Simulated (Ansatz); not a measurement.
# Zn: the cost of one run

Program: Ansatz 0.2.0. Level of theory: DFT LDA, scalar-relativistic, plane waves, PAW. These are calculated values, not measurements.

This is Zn in the bcc structure; at room conditions it is hcp.

### Step 1. The starting structure

The structure is cubic, space group Im-3m (No. 229). Conventional cell: a = 3.138 Å, b = 3.138 Å, c = 3.138 Å, α = 90.00°, β = 90.00°, γ = 90.00°. Zn (site symmetry m-3m) has 8 Zn at 2.72 Å as nearest neighbours.

Structure file:

```
CELL_PARAMETERS angstrom
-1.56904 1.56904 1.56904
1.56904 -1.56904 1.56904
1.56904 1.56904 -1.56904
ATOMIC_POSITIONS crystal
Zn 0.00000 0.00000 0.00000
```

It goes back to an entry of the Materials Project, which need not be the stable form.

The cell is taken as given, not relaxed at this level.

### Step 2. The undisturbed cell

Input file input.yaml:

```yaml
crystal:
  lattice:
    - [-1.569037, 1.569037, 1.569037]
    - [1.569037, -1.569037, 1.569037]
    - [1.569037, 1.569037, -1.569037]
  atoms:
    - { symbol: Zn, position: [0.0, 0.0, 0.0] }
basis:
  ecutwfc: 420
kpoints:
  mp_grid: { grid: [22, 22, 22] }
hamiltonian:
  xc: lda
scf:
  occupations: { method: gaussian, width: 0.15 }
output:
  forces: true
  stress: true
  eigenvalues: true
```

Q: Estimate wall time and peak memory on 1 thread of an x86-64 CPU, shared host.

About 1.4 s, with a peak of 0.38 GiB.
